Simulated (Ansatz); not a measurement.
# C8H4Ti: small, medium and large basis sets

An exercise on one series of results from a longer session: the logs are not shown, and one member is left open.

Computed with Ansatz 0.2.0, Gaussian basis. Level: one geometry, several basis sets.

Levels to be run: PBE0-D4/def2-SVP; ωB97M-V/def2-SVP; PBE0-D4/def2-QZVPP; ωB97M-V/def2-QZVPP; the functionals' def2-TZVPP values are taken from earlier runs.

## Structure used throughout

The geometry comes from an earlier relaxation with PBE0-D4 in a triple-zeta def2 set; it is a stationary point, not always the lowest conformer.

13 atoms, charge 0, spin multiplicity 1.

Atoms are counted from 1 here; the program's logs count them from 0.

Bond lengths: C1–C2 1.216 Å, C1–H10 1.067 Å, C2–Ti3 2.009 Å, Ti3–C4 2.009 Å, Ti3–C6 2.009 Å, Ti3–C8 2.009 Å, C4–C5 1.216 Å, C5–H11 1.067 Å, C6–C7 1.216 Å, C7–H12 1.067 Å, C8–C9 1.216 Å, C9–H13 1.067 Å. Angles: C2–C1–H10 180.0°, C1–C2–Ti3 180.0°, C2–Ti3–C4 109.5°, C2–Ti3–C6 109.5°, C2–Ti3–C8 109.5°, C4–Ti3–C6 109.5°, C4–Ti3–C8 109.5°, C6–Ti3–C8 109.5°, Ti3–C4–C5 179.9°, C4–C5–H11 180.0°, Ti3–C6–C7 180.0°, C6–C7–H12 180.0°, Ti3–C8–C9 180.0°, C8–C9–H13 180.0°.

Geometry (Å):

```xyz
13

C     3.00929    0.44237   -1.07688
C     1.87516    0.27448   -0.67051
Ti    0.00216   -0.00267    0.00089
C    -1.05805   -1.01746   -1.37094
C    -1.70097   -1.63192   -2.20080
C    -0.86194    1.78083    0.32979
C    -1.38525    2.86066    0.52897
C     0.05301   -1.04843    1.71542
C     0.08282   -1.68180    2.75346
H     4.00441    0.58971   -1.43345
H    -2.26499   -2.17108   -2.92902
H    -1.84443    3.80815    0.70372
H     0.10908   -2.23754    3.66427
```

Set-up of the first run:

in.yaml

```yaml
crystal:
  periodic: [false, false, false]
  atoms:
    - {symbol: C, position_ang: [3.009290, 0.442370, -1.076880]}
    - {symbol: C, position_ang: [1.875160, 0.274476, -0.670515]}
    - {symbol: Ti, position_ang: [0.002159, -0.002673, 0.000893]}
    - {symbol: C, position_ang: [-1.058055, -1.017460, -1.370939]}
    - {symbol: C, position_ang: [-1.700967, -1.631923, -2.200802]}
    - {symbol: C, position_ang: [-0.861935, 1.780831, 0.329788]}
    - {symbol: C, position_ang: [-1.385255, 2.860661, 0.528965]}
    - {symbol: C, position_ang: [0.053013, -1.048426, 1.715416]}
    - {symbol: C, position_ang: [0.082825, -1.681797, 2.753455]}
    - {symbol: H, position_ang: [4.004409, 0.589712, -1.433451]}
    - {symbol: H, position_ang: [-2.264992, -2.171084, -2.929020]}
    - {symbol: H, position_ang: [-1.844426, 3.808151, 0.703721]}
    - {symbol: H, position_ang: [0.109075, -2.237536, 3.664269]}
basis:
  gaussian: {orbitals: def2-SVP}
hamiltonian: {xc: pbe0, dispersion: d4}
output: {orbitals: {seedname: orbitals}}
```

Command:

```console
ansatz run in.yaml --threads 2 --pin off --events-out ev --progress --plain --max-ram 22528MiB --backend cpu
```

Steps of the session up to this table: PBE0-D4 in def2-SVP; ωB97M-V in def2-SVP; PBE0-D4 in def2-QZVPP; ωB97M-V in def2-QZVPP.

One of the session's tables, all rows but one given; the rest of the session is left out.

It belongs to the step «Functionals by basis». 

| functional | basis | HOMO (eV) | LUMO (eV) |
| --- | --- | --- | --- |
| PBE0-D4 | def2-SVP | -8.09 | -3.27 |
| PBE0-D4 | def2-TZVPP | -8.15 | -3.30 |
| PBE0-D4 | def2-QZVPP | -8.16 | -3.32 |
| ωB97M-V | def2-SVP | -10.26 | -1.20 |
| ωB97M-V | def2-TZVPP | -10.34 | -1.28 |
| ωB97M-V | def2-QZVPP | ? | ? |

Q: Estimate the row for ωB97M-V, def2-QZVPP from the others.

As computed: HOMO (eV): -10.35; LUMO (eV): -1.30. In the column «HOMO (eV)» it is the lowest.
